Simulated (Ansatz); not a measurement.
Runs of Ansatz 0.2.0 on GaGe. It takes space group F-43m (No. 216, cubic). The conventional cell has a = 5.796 Å, b = 5.796 Å, c = 5.796 Å, α = 90.00°, β = 90.00°, γ = 90.00°. Ge (site symmetry -43m) is surrounded by 4 Ga at 2.51 Å. Ga (site symmetry -43m) is surrounded by 4 Ge at 2.51 Å. The cell comes from a database or a generator and needn't be the stable form of this composition.

| task | level | spin | cell | k mesh | points for each segment of the path | gap on the mesh (eV) | pressure (GPa) | relaxed volume (Å³/atom) |
| --- | --- | --- | --- | --- | --- | --- | --- | --- |
| band structure | PBEsol | off | as given | 8 × 8 × 8 | 14 | none | -2.4 | - |
| relaxation of cell and atoms | LDA | off | relaxed | 8 × 8 × 8 | - | none | 0.0 | 22.43 |
| band structure | LDA | off | as given | 8 × 8 × 8 | 14 | none | (a) | - |
| relaxation of cell and atoms | PBEsol | off | relaxed | 8 × 8 × 8 | - | none | 0.0 | (b) |
| band structure | LDA | SOC, no magnetisation | as given | 6 × 6 × 6 | 14 | none | -4.3 | - |

Alike in all rows: potentials or basis Ansatz PAW; cutoff (eV) 420; smearing fermi-dirac 0.05 eV.

Estimate the missing entries.

(a) -4.1; (b) 23.21.

Caveats: the PAW data sets come from PBE, with cores solved anew for the run's functional, which leaves a small shift of forces and pressure; the plane-wave basis is chosen anew once the cell has moved, so the energies of steps on either side of that aren't comparable (some runs).

A k mesh can miss the band edges, and rows without SOC leave out spin-orbit coupling on Ga, Ge.

A gap of «none» marks a metal or a gap under the smearing width.

Runs at the PBE level aren't shown here.
